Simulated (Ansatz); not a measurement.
# Al (Al, beta-Sn type): the cost of one run

Method: DFT PBEsol, plane waves (420 eV) with PAW, scalar-relativistic; the PAW data stem from PBE, with regenerated cores, in Ansatz 0.2.0.

## (1) The structure to begin with

It takes space group I4_1/amd (No. 141, tetragonal). Conventional cell: a = 5.036 Å, b = 5.036 Å, c = 2.750 Å, α = 90.00°, β = 90.00°, γ = 90.00°. Around Al (site symmetry -4m2) lie 6 Al at 2.61 to 2.75 Å.

Structure file:

```
CELL_PARAMETERS angstrom
-2.51794 2.51794 1.37480
2.51794 -2.51794 1.37480
2.51794 2.51794 -1.37480
ATOMIC_POSITIONS crystal
Al 0.00000 0.00000 0.00000
Al 0.75000 0.25000 0.50000
```

## (2) Relaxation of the cell

Contents of input.yaml:

```yaml
crystal:
  lattice:
    - [-2.517940941, 2.517940941, 1.3747957538]
    - [2.517940941, -2.517940941, 1.3747957538]
    - [2.517940941, 2.517940941, -1.3747957538]
  atoms:
    - { symbol: Al, position: [0.0, 0.0, 0.0] }
    - { symbol: Al, position: [0.75, 0.25, 0.5] }
hamiltonian:
  xc: pbesol
  pseudopotentials:
    kind: paw
    azcp:
      Al: "pseudopotentials/Al.paw.azcp"
basis:
  ecutwfc: 420
  fft_grid_basis: typed
kpoints:
  mp_grid: { grid: [13, 13, 9], shift: [0, 0, 0] }
magnetization:
  spin_polarized: false
scf:
  occupations: { method: fermi_dirac, width: 0.1 }
relax:
  max_steps: 60
  f_tol: 0.01
  cell: {}
```

Q: Estimate wall time and peak memory on 2 threads of Arm Neoverse V1, shared host.

About 51 s, with a peak of 0.42 GiB.
